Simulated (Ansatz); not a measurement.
**TaRu: a line through an energy map**

An exercise on one series of results from a longer session: the logs are not shown, and one member is left open.

Program: Ansatz 0.2.0. Level of theory: DFT PBEsol, scalar-relativistic, plane waves, PAW. These are calculated values, not measurements.

56 further runs of the same task are left out: 56 set aside as unsound or not needed.

### The structure to begin with

The structure is tetragonal, space group P4/mmm (No. 123). Conventional cell: a = 3.023 Å, b = 3.023 Å, c = 3.387 Å, α = 90.00°, β = 90.00°, γ = 90.00°. Ta (site symmetry 4/mmm) has 8 Ru at 2.73 Å and 4 Ta at 3.02 Å as nearest neighbours. Around Ru (site symmetry 4/mmm) lie 8 Ta at 2.73 Å and 4 Ru at 3.02 Å.

As a file:

```
Ta Ru
1.0
     3.02346    0.00000    0.00000
     0.00000    3.02346    0.00000
     0.00000    0.00000    3.38723
Ta Ru
1 1
Direct
  0.50000 0.50000 0.50000
  0.00000 0.00000 0.00000
```

This cell was relaxed beforehand with the same method: volume 15.48 Å³/atom, gap on the mesh none (metal).

### Plan of the line

The energy is mapped over volume and a fixed ferromagnetic moment.

- volume per atom: 9 values from 12.70 to 18.27 Å³
- total spin moment of the cell, held fixed: 11 values from 0.00 to 1.50 μB

Nothing else is relaxed (shape and fractional coordinates fixed). Points are written as (first, second).

The first run:

input.yaml

```yaml
crystal:
  lattice:
    - [2.8299186167, 0.0, 0.0]
    - [0.0, 2.8299186167, 0.0]
    - [0.0, 0.0, 3.170405469]
  atoms:
    - { symbol: Ta, position: [0.5, 0.5, 0.5] }
    - { symbol: Ru, position: [0.0, 0.0, 0.0], spin: 0.9 }
basis:
  ecutwfc: 420
kpoints:
  mp_grid: { grid: [16, 16, 14] }
hamiltonian:
  xc: pbesol
scf:
  occupations: { method: gaussian, width: 0.15 }
  lower_state_search: "off"
output:
  forces: true
  stress: true
  eigenvalues: true
  populations: true
magnetization:
  spin_polarized: true
  initial_magnetization: 0.9
  spin_locking: { lock_magnetization: hard }
```

Started as:

```sh
$ ansatz run input.yaml --threads 2 --pin off --max-ram 4096MiB --backend cpu --events-out ev --progress --plain --runs-dir out
```

Steps of the session up to this table: The run at (12.70 Å³, 0.90 μB); The run at (13.39 Å³, 0.90 μB); Point (14.09 Å³, 0.90 μB); Point (14.79 Å³, 0.90 μB); Point (15.48 Å³, 0.90 μB); Point (16.18 Å³, 0.90 μB); The run at (16.88 Å³, 0.90 μB); Point (17.57 Å³, 0.90 μB); The run at (18.27 Å³, 0.90 μB).

One table of the session follows, with a row left open; its other results are not shown here.

It belongs to the step «The line in numbers». 

| volume per atom (Å³) | energy (meV/atom) | pressure (GPa) |
| --- | --- | --- |
| 12.70 | 626 | 84 |
| 13.39 | 327 | 55 |
| 14.09 | 137 | 33 |
| 14.79 | 34 | 15 |
| 15.48 | 0 | 1 |
| 16.18 | ? | ? |
| 16.88 | 82 | −19 |
| 17.57 | 178 | −25 |
| 18.27 | 300 | −31 |

Q: Estimate the row for volume per atom (Å³) = 16.18 from the others.

Worked estimate for «energy (meV/atom)». A straight line through the neighbours (15.48, 0) and (16.88, 82) gives 0 + (82 − 0) × (16.18 − 15.48) / (16.88 − 15.48) = 41; a parabola fitted to 4 rows on both sides gives 19.

As computed: energy (meV/atom): 20; pressure (GPa): −10. In «energy (meV/atom)» the line misses by +21 and the parabola by -1.

Energies count from the lowest point of the line.

What this shows: Along the line the energy is lowest at 15.48 Å³. Three points round the minimum, joined by a parabola, put the minimum at 15.576 Å³, with a curvature of about 110 meV/atom per (Å³)². The well is lopsided: two grid steps out, the energy rises by 137 meV/atom towards smaller values and 82 meV/atom towards larger ones. The highest point computed, at 12.70 Å³, lies 626 meV/atom above the lowest.

Limits of these values: Warnings in the runs' records: stress scf threshold loose.
